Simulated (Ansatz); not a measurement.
**GeH6SeSi: a ladder of functionals and wavefunction methods**

Aim: compute GeH6SeSi with functionals from several rungs and with coupled cluster. The yardstick is the atomisation energy at the CCSD(T) limit.

The runs use Ansatz 0.2.0, Gaussian basis; functionals in def2-TZVPP, the program's frozen cores in correlated methods.

Levels to be run: LDA (SPW92), PBE-D4, revPBE-D4, BLYP-D4, r2SCAN-D4, B97M-V, PBE0-D4, B3LYP-D4, r2SCANh-D4, r2SCAN0-D4, HSE06-D4, BHLYP-D4, CAM-B3LYP-D4, LC-ωPBE, ωB97X-V, ωB97M-V, B2PLYP, PBE-QIDH; CCSD(T)/def2-SVP; CCSD(T)/def2-TZVPP; MP2/def2-QZVPP; extrapolation to the limit; RPA on PBE.

### Step 1. The geometry

All runs share one geometry, relaxed beforehand with PBE0-D4 in a triple-zeta def2 set.

SMILES `[SiH3][Se][GeH3]`, 9 atoms, charge 0, spin multiplicity 1.

Atoms are counted from 1 here; the program's logs count them from 0.

Bond lengths: Si1–Se2 2.273 Å, Si1–H4 1.486 Å, Si1–H5 1.483 Å, Si1–H6 1.486 Å, Se2–Ge3 2.358 Å, Ge3–H7 1.536 Å, Ge3–H8 1.533 Å, Ge3–H9 1.536 Å. Angles: Se2–Si1–H4 110.9°, Se2–Si1–H5 106.5°, Se2–Si1–H6 111.0°, H4–Si1–H5 109.9°, H4–Si1–H6 108.6°, H5–Si1–H6 109.9°, Si1–Se2–Ge3 94.9°, Se2–Ge3–H7 109.7°, Se2–Ge3–H8 105.9°, Se2–Ge3–H9 109.8°, H7–Ge3–H8 110.8°, H7–Ge3–H9 109.8°, H8–Ge3–H9 110.7°.

Geometry (Å):

```xyz
9
GeH6SeSi
Si   -0.75489    0.82051   -1.27846
Se    1.36783    0.70889   -0.47232
Ge    0.84725   -0.80166    1.26118
H    -1.22676   -0.51782   -1.71872
H    -0.71840    1.74937   -2.43415
H    -1.68969    1.33501   -0.24447
H     0.27928   -2.09904    0.66596
H     2.16635   -1.07209    1.99408
H    -0.18257   -0.16948    2.20979
```

### Step 2. LDA

This LDA is Slater exchange with PW92 correlation.

in.yaml reads:

```yaml
crystal:
  periodic: [false, false, false]
  atoms:
    - {symbol: Si, position_ang: [-0.754887, 0.820513, -1.278457]}
    - {symbol: Se, position_ang: [1.367826, 0.708894, -0.472323]}
    - {symbol: Ge, position_ang: [0.847253, -0.801662, 1.261183]}
    - {symbol: H, position_ang: [-1.226756, -0.517818, -1.718716]}
    - {symbol: H, position_ang: [-0.718402, 1.749371, -2.434148]}
    - {symbol: H, position_ang: [-1.689694, 1.335012, -0.244475]}
    - {symbol: H, position_ang: [0.279276, -2.099036, 0.665964]}
    - {symbol: H, position_ang: [2.166349, -1.072089, 1.994083]}
    - {symbol: H, position_ang: [-0.182566, -0.169484, 2.209789]}
basis:
  gaussian: {orbitals: def2-TZVPP}
hamiltonian: {xc: lda}
output: {orbitals: {seedname: orbitals}}
```

After this run come: PBE-D4 (GGA); revPBE-D4 (GGA); BLYP-D4 (GGA); r2SCAN-D4 (meta-GGA); B97M-V (meta-GGA); PBE0-D4 (hybrid); B3LYP-D4 (hybrid); r2SCANh-D4 (hybrid); r2SCAN0-D4 (hybrid); HSE06-D4 (hybrid); BHLYP-D4 (hybrid); CAM-B3LYP-D4 (range-separated); LC-ωPBE-D4 (range-separated); ωB97X-V (range-separated); ωB97M-V (range-separated); B2PLYP (double hybrid); PBE-QIDH (double hybrid); CCSD(T) in def2-SVP; CCSD(T) in def2-TZVPP; MP2 in def2-QZVPP; RPA on PBE orbitals.

**Question.** What will the summary of the whole plan be? Wanted: atomisation energy, CCSD(T)/CBS; farthest beyond LDA; mean size of error, GGA; mean size of error, meta-GGA; mean size of error, hybrid; mean size of error, range-separated; mean size of error, double hybrid; gap, smallest and largest; T1 diagnostic.

**Answer**, as computed:

| quantity | value |
| --- | --- |
| atomisation energy, CCSD(T)/CBS | 2472.8 kJ/mol |
| functionals within 24.7 kJ/mol (1.0 %) | r2SCAN-D4, B97M-V, r2SCANh-D4, ωB97X-V |
| farthest beyond LDA | revPBE-D4 (-92.5 kJ/mol) |
| mean size of error, GGA | 71.1 kJ/mol |
| mean size of error, meta-GGA | 8.2 kJ/mol |
| mean size of error, hybrid | 41.8 kJ/mol |
| mean size of error, range-separated | 36.5 kJ/mol |
| mean size of error, double hybrid | 56.4 kJ/mol |
| gap, smallest and largest | 4.42 eV (LDA (SPW92)), 11.29 eV (LC-ωPBE) |
| T1 diagnostic | 0.0103 |
| triples share of the correlation energy | 3.5 % |

In words: The LDA atomisation energy is off by 254.9 kJ/mol (10 %): it overbinds. PBE-D4 is off by -54.5 kJ/mol. Double hybrids carry the basis error of their MP2 part in triple zeta, and no dispersion term here, so their miss is partly the set-up's. Taken by rung, meta-GGA functionals do best (8.2 kJ/mol on average) and GGA ones worst beyond LDA (71.1 kJ/mol). The reference freezes the cores and leaves out relativity and excitations past (T), and its outer-core shells are covered unevenly, so misses under about 24.7 kJ/mol can't be ranked. All levels share the lack of spin-orbit coupling, which lowers the free heavy atoms and so the true binding. Hartree-Fock recovers 74 % of the binding; the rest is correlation. CCSD(T) in def2-SVP is off by -190.8 kJ/mol, more than most functionals: a good method in a small basis is no reference. Orbital gaps span 4.4 to 11.3 eV; exact exchange widens them. Correlated methods include outer-core shells of Ge, Se, which these sets cover unevenly.
